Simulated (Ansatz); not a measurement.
**HfGe (triplet): wave-function methods side by side, def2-TZVPP**

An exercise on one series of results from a longer session: the logs are not shown, and one member is left open.

Computed with Ansatz 0.2.0, Gaussian basis. Level: def2-TZVPP, core rule «outside noble gas», up to 18 orbitals frozen.

To be run: UHF; CCSD(T) on ROHF; CCSD(T) on UHF; CCSDT(Q) on ROHF; CCSDT(Q) on UHF.

15 further runs of the same task are left out: 12 for a known fault of the program, 3 set aside as unsound or not needed.

## The geometry

The geometry is a PBE0/def2-TZVP stationary point (not a proven minimum) of the parent state, kept for this charge and spin. No spin-orbit coupling is included. Elements past krypton take def2 core potentials. The filled d shell of Ge may be among the frozen orbitals whatever the setting's name suggests; the logs give the count.

2 atoms, charge 0, spin multiplicity 3.

Atoms are counted from 1 here; the program's logs count them from 0.

Bond lengths: Hf1–Ge2 2.605 Å.

Coordinates:

| atom | x (Å) | y (Å) | z (Å) |
| --- | --- | --- | --- |
| Hf1 | 0.0000 | 0.0000 | 0.0000 |
| Ge2 | 0.0000 | 0.0000 | 2.6048 |

The first run:

in.yaml

```yaml
crystal:
  periodic: [false, false, false]
  atoms:
    - {symbol: Hf, position_ang: [0.000000, 0.000000, 0.000000]}
    - {symbol: Ge, position_ang: [0.000000, 0.000000, 2.604800]}
basis:
  gaussian: {orbitals: def2-TZVPP}
magnetization: {spin_polarized: true, initial_magnetization: 2}
hamiltonian: {xc: hf}
output: {orbitals: {seedname: orbitals}}
```

The run is started by

```console
> ansatz run in.yaml --threads 1 --pin off --events-out ev --progress --plain --max-ram 2560MiB --backend cpu
```

Among the steps run: UHF; CCSD(T) on ROHF; CCSD(T) on UHF; CCSDT(Q) on ROHF; CCSDT(Q) on UHF.

One of the session's tables, all rows but one given; the rest of the session is left out.

```
   method  from RCCSDT(Q) (meV)
      UHF                     ?
     RMP2               +1157.0
     UMP2               +1599.6
    RCCSD                +615.0
    UCCSD                +589.0
 RCCSD(T)                +112.7
 UCCSD(T)                +226.2
   RCCSDT                 +67.0
   UCCSDT                 +85.5
RCCSDT(Q)                     0
UCCSDT(Q)                 +18.4
```

Estimate the missing values for UHF.

**Answer.** from RCCSDT(Q) (meV): +4796.3. In the column «from RCCSDT(Q) (meV)» it is the highest.

Left out of the table: ROHF (another determinant or state than the rows shown).

Caveats from the session: The determinant is far from a pure spin state, so its energy mixes those of several spin states (harmless only where they are near-degenerate, as at dissociation). Warnings: spin contamination; coupled cluster took another determinant than the lowest; large T1 diagnostic. Restricted and unrestricted rows rest on different reference determinants; where their highest levels disagree by more than a few hundredths of an eV, they describe different states and don't form one ladder.
